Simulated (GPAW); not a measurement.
# WAu (F-43m) in GPAW: notebook, part 2 of 2

GPAW 26.7.0.

## (4) Fermi surface, PBE

This run uses another cell than the first one, of 18.68 Å³/atom, 0.900 times its volume.

Input file run.py:

```python
import json
import numpy as np
from ase.dft.bandgap import bandgap
from ase.io import read, write
from ase.units import GPa
from gpaw import GPAW, PW

atoms = read('POSCAR')

calc = GPAW(mode=PW(510),
            xc='PBE',
            kpts={'size': (8, 8, 8), 'gamma': True},
            occupations={'name': 'fermi-dirac', 'width': 0.05},
            nbands=25,
            convergence={'density': 1e-05, 'energy': 1e-05},
            maxiter=150,
            txt='gpaw.txt')
atoms.calc = calc
energy = atoms.get_potential_energy()
forces = atoms.get_forces()
stress = atoms.get_stress()
calc.write('gs.gpw')
write('result.traj', atoms)
print(f'Energy: {energy:.6f} eV')
print('Forces (eV/A):')
print(forces.round(4))
print('Stress (GPa):', (stress / GPa).round(3))
print('Fermi level:', round(calc.get_fermi_level(), 4), 'eV')
print(f'Gap: {bandgap(calc)[0]:.4f} eV, direct: {bandgap(calc, direct=True)[0]:.4f} eV')

size = (12, 12, 12)
dense = calc.fixed_density(kpts={'size': size, 'gamma': True}, update_fermi_level=True,
                           convergence={'bands': 'CBM+2.0', 'eigenstates': 1e-7}, txt='dense.txt')
ef = dense.get_fermi_level()
index = np.round(dense.get_bz_k_points() * size).astype(int) % size
recip = 2 * np.pi * atoms.cell.reciprocal()
sheets = []
for s, e_kn in enumerate(dense.eigenvalues()):
    for n in range(e_kn.shape[1] - 2):
        if e_kn[:, n].min() < ef < e_kn[:, n].max():
            e = np.empty(size)
            e[tuple(index.T)] = e_kn[dense.get_bz_to_ibz_map(), n] - ef
            de = np.array([(np.roll(e, -1, c) - np.roll(e, 1, c)) * size[c] / 2 for c in range(3)])
            v = np.linalg.norm(np.einsum('vc,cxyz->vxyz', np.linalg.inv(recip), de), axis=0)
            w = np.exp(-(e / 0.1)**2) / (0.1 * np.pi**0.5)
            sheets.append({'spin': s, 'band': n, 'filled': (e < 0).mean(), 'dos': w.mean(), 'bottom': e.min(), 'top': e.max(),
                           'velocity': (w * v).sum() / w.sum() * 1.519267e5, 'slice': e[:, :, 0].round(3).tolist()})
            print(f'spin {s} band {n}: filled share {sheets[-1]["filled"]:.3f}, from {e.min():.3f} to {e.max():.3f} eV,',
                  f'{w.mean():.3f} states/eV, mean velocity {sheets[-1]["velocity"]:.3e} m/s')
print('Fermi level on the dense mesh:', round(ef, 4), 'eV,', len(sheets), 'sheets')
json.dump({'ef': ef, 'sheets': sheets}, open('fermi.json', 'w'))
```

Input file POSCAR:

```
WAu
1.0
    0.0000000000      2.6531448046      2.6531448046
    2.6531448046      0.0000000000      2.6531448046
    2.6531448046      2.6531448046      0.0000000000
W Au
1 1
Direct
    0.0000000000      0.0000000000      0.0000000000
    0.7500000000      0.7500000000      0.7500000000
```

Potentials or basis: GPAW PAW data sets (gpaw-data 1.2.1), pw.

The run is started by

```console
$ OMP_NUM_THREADS=1 python run.py
```

gpaw.txt:

```text
__  _  _
 | _ |_)|_||  |
 |__||  | ||/\| - 26.7.0

Input parameters:
  mode=PW(ecut=510.0),
  convergence={'density': 1e-05, 'energy': 1e-05},
  kpts=MonkhorstPack(size=(8, 8, 8), gamma=True),
  maxiter=150,
  nbands=25,
  occupations=Occupations(name='fermi-dirac', width=0.05),
  xc=XC(name='PBE')

Diagonalizing LCAO Hamiltonian
Converting LCAO to pw mode

                    Au

       W

Atoms  # Å, Bohr magnetons
|   | symbol |        x |        y |        z |    initial magnetic moments |
|---|--------|----------|----------|----------|-----------------------------|
| 0 |      W | 0.000000 | 0.000000 | 0.000000 | ( 0.0000,  0.0000,  0.0000) |
| 1 |     Au | 3.979717 | 3.979717 | 3.979717 | ( 0.0000,  0.0000,  0.0000) |

Unit cell  # Å
| periodic |        x |        y |        z |  lengths |    angles |
|----------|----------|----------|----------|----------|-----------|
|      yes | 0.000000 | 2.653145 | 2.653145 | 3.752113 | 60.000000 |
|      yes | 2.653145 | 0.000000 | 2.653145 | 3.752113 | 60.000000 |
|      yes | 2.653145 | 2.653145 | 0.000000 | 3.752113 | 60.000000 |

Number of symmetries: 24
Symmetry operations  # r_c * U_cc + t_c -> r_c
|    | kind |            matrix            |
|----|------|------------------------------|
|  0 |  E   |  1, 0, 0,  0, 1, 0,  0, 0, 1 |
|  1 |  σ   |  1, 0, 0,  0, 0, 1,  0, 1, 0 |
|  2 |  σ   |  1, 0,-1,  0, 1,-1,  0, 0,-1 |
|  3 |  C3  |  1, 0,-1,  0, 0,-1,  0, 1,-1 |
|  4 |  C3  |  1,-1, 0,  0,-1, 1,  0,-1, 0 |
|  5 |  σ   |  1,-1, 0,  0,-1, 0,  0,-1, 1 |
|  6 |  σ   |  0, 1, 0,  1, 0, 0,  0, 0, 1 |
|  7 |  C3  |  0, 1, 0,  0, 0, 1,  1, 0, 0 |
|  8 |  C2  |  0, 1,-1,  1, 0,-1,  0, 0,-1 |
|  9 |  S4  |  0, 1,-1,  0, 0,-1,  1, 0,-1 |
| 10 |  C3  |  0, 0, 1,  1, 0, 0,  0, 1, 0 |
| 11 |  σ   |  0, 0, 1,  0, 1, 0,  1, 0, 0 |
| 12 |  S4  |  0, 0,-1,  1, 0,-1,  0, 1,-1 |
| 13 |  C3  |  0, 0,-1,  0, 1,-1,  1, 0,-1 |
| 14 |  S4  |  0,-1, 1,  1,-1, 0,  0,-1, 0 |
| 15 |  C2  |  0,-1, 1,  0,-1, 0,  1,-1, 0 |
| 16 |  C3  |  0,-1, 0,  1,-1, 0,  0,-1, 1 |
| 17 |  S4  |  0,-1, 0,  0,-1, 1,  1,-1, 0 |
| 18 |  S4  | -1, 1, 0, -1, 0, 1, -1, 0, 0 |
| 19 |  C3  | -1, 1, 0, -1, 0, 0, -1, 0, 1 |
| 20 |  C3  | -1, 0, 1, -1, 1, 0, -1, 0, 0 |
| 21 |  S4  | -1, 0, 1, -1, 0, 0, -1, 1, 0 |
| 22 |  σ   | -1, 0, 0, -1, 1, 0, -1, 0, 1 |
| 23 |  C2  | -1, 0, 0, -1, 0, 1, -1, 1, 0 |

BZ-sampling:
  Number of BZ points: 512
  Number of IBZ points: 29

  Monkhorst-Pack size: [8, 8, 8]
  Monkhorst-Pack shift: [0.0625, 0.0625, 0.0625]

K-points  # in reciprocal-cell coordinates
|     |                                coordinates |     weight |
|-----|--------------------------------------------|------------|
|   0 | (  0.00000000,   0.00000000,   0.00000000) | 0.00195312 |
|   1 | (  0.12500000,   0.12500000,   0.00000000) | 0.01171875 |
|   2 | (  0.12500000,   0.12500000,   0.12500000) | 0.01562500 |
|   3 | (  0.25000000,   0.12500000,   0.12500000) | 0.02343750 |
|   4 | (  0.25000000,   0.25000000,   0.00000000) | 0.01171875 |
|   5 | (  0.25000000,   0.25000000,   0.12500000) | 0.04687500 |
|   6 | (  0.25000000,   0.25000000,   0.25000000) | 0.01562500 |
|   7 | (  0.37500000,   0.25000000,  -0.37500000) | 0.04687500 |
|   8 | (  0.37500000,   0.25000000,   0.12500000) | 0.04687500 |
|   9 | (  0.37500000,   0.25000000,   0.25000000) | 0.04687500 |
| ... |                                            |            |
|  28 | (  0.50000000,   0.50000000,   0.50000000) | 0.00781250 |

Plane wave coefficients: 992
Cutoff: 510.0 eV

Spin-components: 1 (collinear spins)
Bands:           25
Projectors:      12
Spin-degeneracy: 2
Datatype:        complex128

Parallelization:
  kpt:    1
  domain: 1
  band:   1

Density:
  Valence electrons: 25.0
  Components: 1
  Grid points: [20 20 20]
  Charge: 0.0  # |e|

Potential:
  Grid points: [20 20 20]

species:
  W:
    name:    Tungsten
    Z:       74.0
    valence: 14
    core:    60
    charge:  0.0  # [|e|]
    compensation charges:
      type: gauss
      rc: 0.40  # [Å]
      lmax: 2
    cutoffs:
      filter: 2.36  # [Å]
      core: 3.02  # [Å]
    projectors
    | kind |    occ | energy [eV] | rcut [Å] |
    |------|--------|-------------|----------|
    |   5s |  2.000 |     -78.830 |    1.344 |
    |   6s |  2.000 |      -5.697 |    1.344 |
    |   5p |  6.000 |     -43.233 |    1.355 |
    |   6p |  0.000 |      -1.367 |    1.355 |
    |   5d |  4.000 |      -4.494 |    1.228 |
    |    d |        |      22.717 |    1.228 |

    Using partial waves for W as LCAO basis

  Au:
    name:    Gold
    Z:       79.0
    valence: 11
    core:    68
    charge:  0.0  # [|e|]
    compensation charges:
      type: gauss
      rc: 0.42  # [Å]
      lmax: 2
    cutoffs:
      filter: 2.33  # [Å]
      core: 2.81  # [Å]
    projectors
    | kind |    occ | energy [eV] | rcut [Å] |
    |------|--------|-------------|----------|
    |   6s |  1.000 |      -5.728 |    1.323 |
    |   6p |  0.000 |      -0.775 |    1.323 |
    |   5d | 10.000 |      -6.891 |    1.323 |
    |    s |        |      21.484 |    1.323 |
    |    p |        |      26.436 |    1.323 |
    |    d |        |      20.321 |    1.323 |

    Using partial waves for Au as LCAO basis

Reference energy: -955369.942764  # eV

eigensolver:
  PPCG
  Converge bands: occupied
  niter=2

density mixing:
  MSR1-Mixer
  Pratt-step length: 0.05
  Maximum mixing coefficient: 0.75
  Old densities: 10
  SVD Regularization: 0.005
  Good broyden scale: 1.0
  Trust region scale: 1.0
  Backstep threshold: 4.0
  History deletion threshold: 6.0
  Fourier metric: weight=20.0, sigma=0.015

occupation numbers:
  Fermi-Dirac:
    width: 0.0500  # eV

poisson solver:
  ecut: 4080.0  # eV

xc functional:
  name: PBE with 2 nearest neighbor stencil

convergence criteria:
[... 6 lines left out ...]
|iter     | |      energy | eigst |  dens |
|---------|-|-------------|-------|-------|
|iter:   1| |  -10.991406 | -0.04 |       |
|iter:   2| |  -10.249002 | -2.26 | -0.96 |
|iter:   3| |   -8.901013 | -1.67 | -1.05 |
|iter:   4| |   -8.806061 | -2.78 | -1.52 |
|iter:   5| |   -8.782176 | -3.24 | -1.86 |
|iter:   6| |   -8.780804 | -3.90 | -2.42 |
|iter:   7| |   -8.780905 | -5.01 | -3.12 |
|iter:   8| |   -8.780932c| -5.61 | -3.58 |
|iter:   9| |   -8.780931c| -8.18c| -4.31 |
|iter:  10| |   -8.780931c| -8.21c| -4.60 |
|iter:  11| |   -8.780931c| -9.02c| -5.45c|

Converged in 11 steps
Energy contributions relative to reference atoms: (reference = -955369.942764)

Energy contributions:
  Kinetic:          57.851771
  Coulomb:         -52.205826
  Zero:              0.293245
  External:          0.000000
  Xc:              -14.712853
  Entropy:          -0.014537
  Spinorbit:         0.000000
  ----------------------------
  Free energy:      -8.788199
  Extrapolated:     -8.780931

dipole moment: (-14.791260, -14.791260, -14.791260)  # |e|*Ang

Fermi level: 10.604
Eigenvalues  # (at kpt = [0.000, 0.000, 0.000])
| band index |      eig [eV] | occ [0-2] |
|------------|---------------|-----------|
|          0 |       -63.081 |     2.000 |
|        ... |               |           |
|          5 |         3.197 |     2.000 |
|          6 |         3.197 |     2.000 |
|          7 |         3.808 |     2.000 |
|          8 |         3.808 |     2.000 |
|          9 |         3.808 |     2.000 |
|         10 |         9.664 |     2.000 |
[... 8 lines left out ...]
|         19 |        23.275 |     0.000 |
|         20 |        26.547 |     0.000 |
|        ... |               |           |
|         24 |        27.425 |     0.000 |

No gap
No difference between direct/indirect transitions

Forces  # eV/Ang
|        x |        y |        z |
|----------|----------|----------|
|  0.00000 | -0.00000 | -0.00000 |  # W    0
| -0.00000 |  0.00000 |  0.00000 |  # Au   1

Stress tensor  # eV/Ang^3
|         x |         y |         z |
|-----------|-----------|-----------|
| -0.439040 |  0.000000 | -0.000000 |
|  0.000000 | -0.439040 | -0.000000 |
| -0.000000 | -0.000000 | -0.439040 |

# Writing to gs.gpw (mode='')
```

It took 25 s on 1 thread of Arm Neoverse V2, shared host; peak memory 0.22 GiB.

Results:

```yaml
Free_energy: -8.7882 eV
Pressure: 70.3 GPa
Band_gap_on_the_k_mesh: none (metal or under the smearing width)
```

Levels at points of the mesh, in eV from the Fermi level:
| k point | band 10 | band 11 | band 12 | band 13 | band 14 | band 15 | band 16 | band 17 |
| --- | --- | --- | --- | --- | --- | --- | --- | --- |
| (0.00, 0.00, 0.00) | -6.80 | -0.94 | -0.94 | -0.94 | 2.51 | 2.51 | 9.81 | 12.29 |
| (0.50, 0.50, 0.00) | -4.27 | -3.45 | 0.42 | 1.62 | 2.38 | 2.38 | 4.05 | 4.05 |
| (0.50, 0.50, 0.50) | -5.95 | -2.42 | -0.20 | -0.20 | 2.19 | 2.19 | 3.11 | 9.23 |

Caveat: with this Au data set, volumes or pressures lay over 1.5 % or 2 GPa off other programs in two to four cells of ten; the cutoff is short for stress and forces, so pressures can be off by a GPa or more; the cell as given lies far from equilibrium. The run has no spin-orbit coupling, so splittings on Au, W are missing.

## (5) Fermi surface, PBE

This run uses another cell than the first one, of 17.64 Å³/atom, 0.850 times its volume.

run.py is that of step 4.

Input file POSCAR:

```
WAu
1.0
    0.0000000000      2.6030734694      2.6030734694
    2.6030734694      0.0000000000      2.6030734694
    2.6030734694      2.6030734694      0.0000000000
W Au
1 1
Direct
    0.0000000000      0.0000000000      0.0000000000
    0.7500000000      0.7500000000      0.7500000000
```

Potentials or basis: GPAW PAW data sets (gpaw-data 1.2.1), pw.

The run is started by

```console
$ OMP_NUM_THREADS=1 python run.py
```

gpaw.txt:

```text
__  _  _
 | _ |_)|_||  |
 |__||  | ||/\| - 26.7.0

Input parameters:
  mode=PW(ecut=510.0),
  convergence={'density': 1e-05, 'energy': 1e-05},
  kpts=MonkhorstPack(size=(8, 8, 8), gamma=True),
  maxiter=150,
  nbands=25,
  occupations=Occupations(name='fermi-dirac', width=0.05),
  xc=XC(name='PBE')

Diagonalizing LCAO Hamiltonian
Converting LCAO to pw mode

                   Au

       W

Atoms  # Å, Bohr magnetons
|   | symbol |        x |        y |        z |    initial magnetic moments |
|---|--------|----------|----------|----------|-----------------------------|
| 0 |      W | 0.000000 | 0.000000 | 0.000000 | ( 0.0000,  0.0000,  0.0000) |
| 1 |     Au | 3.904610 | 3.904610 | 3.904610 | ( 0.0000,  0.0000,  0.0000) |

Unit cell  # Å
| periodic |        x |        y |        z |  lengths |    angles |
|----------|----------|----------|----------|----------|-----------|
|      yes | 0.000000 | 2.603073 | 2.603073 | 3.681302 | 60.000000 |
[... 178 lines left out ...]

Converged in 11 steps
Energy contributions relative to reference atoms: (reference = -955369.942764)

Energy contributions:
  Kinetic:          83.072438
  Coulomb:         -73.790861
  Zero:              0.289329
  External:          0.000000
  Xc:              -17.267676
  Entropy:          -0.014159
  Spinorbit:         0.000000
  ----------------------------
  Free energy:      -7.710930
  Extrapolated:     -7.703850

dipole moment: (-14.297224, -14.297224, -14.297224)  # |e|*Ang

Fermi level: 11.518
Eigenvalues  # (at kpt = [0.000, 0.000, 0.000])
| band index |      eig [eV] | occ [0-2] |
|------------|---------------|-----------|
|          0 |       -62.087 |     2.000 |
|        ... |               |           |
|          5 |         3.692 |     2.000 |
|          6 |         3.692 |     2.000 |
|          7 |         4.463 |     2.000 |
|          8 |         4.463 |     2.000 |
|          9 |         4.463 |     2.000 |
|         10 |        10.534 |     2.000 |
[... 8 lines left out ...]
|         19 |        24.476 |     0.000 |
|         20 |        28.432 |     0.000 |
|        ... |               |           |
|         24 |        29.214 |     0.000 |

No gap
No difference between direct/indirect transitions

Forces  # eV/Ang
|       x |       y |       z |
|---------|---------|---------|
| 0.00000 | 0.00000 | 0.00000 |  # W    0
| 0.00000 | 0.00000 | 0.00000 |  # Au   1

Stress tensor  # eV/Ang^3
|         x |         y |         z |
|-----------|-----------|-----------|
| -0.603640 | -0.000000 |  0.000000 |
| -0.000000 | -0.603640 |  0.000000 |
|  0.000000 |  0.000000 | -0.603640 |

# Writing to gs.gpw (mode='')
```

It took 24 s on 1 thread of Arm Neoverse V2, shared host; peak memory 0.21 GiB.

Results:

- Free energy: -7.7109 eV
- Pressure: 96.7 GPa
- Band gap on the k mesh: none (metal or under the smearing width)

Levels at points of the mesh, in eV from the Fermi level:
```csv
k point,band 11,band 12,band 13,band 14,band 15,band 16
"(0.00, 0.00, 0.00)",-0.98,-0.98,-0.98,2.77,2.77,10.10
"(0.50, 0.50, 0.00)",-3.58,0.39,1.71,2.60,2.60,4.22
"(0.50, 0.50, 0.50)",-2.52,-0.17,-0.17,2.39,2.39,3.36
```

Caveat: with this Au data set, volumes or pressures lay over 1.5 % or 2 GPa off other programs in two to four cells of ten; the cutoff is short for stress and forces, so pressures can be off by a GPa or more; the cell as given lies far from equilibrium.

## (6) The runs side by side

```tsv
cell	gap on the mesh (eV)	pressure (GPa)
F-43m, 20.75 Å³/atom	none	34.2
F-43m, 19.71 Å³/atom	none	50.0
F-43m, 18.68 Å³/atom	none	70.3
F-43m, 17.64 Å³/atom	none	96.7
```

Alike in all rows: task Fermi surface; level PBE; potentials or basis GPAW PAW data sets (gpaw-data 1.2.1), pw; no spin polarisation; k mesh 8 × 8 × 8; cutoff (eV) 510; smearing fermi-dirac 0.05 eV.

Every run on the cell as given and a fine mesh finds a metal.

Caveats: with this Au data set, volumes or pressures lay over 1.5 % or 2 GPa off other programs in two to four cells of ten; the cutoff is short for stress and forces, so pressures can be off by a GPa or more; the cell as given lies far from equilibrium (some runs).

Total energies depend on the potentials used, so only differences within one code and one set of settings carry meaning.
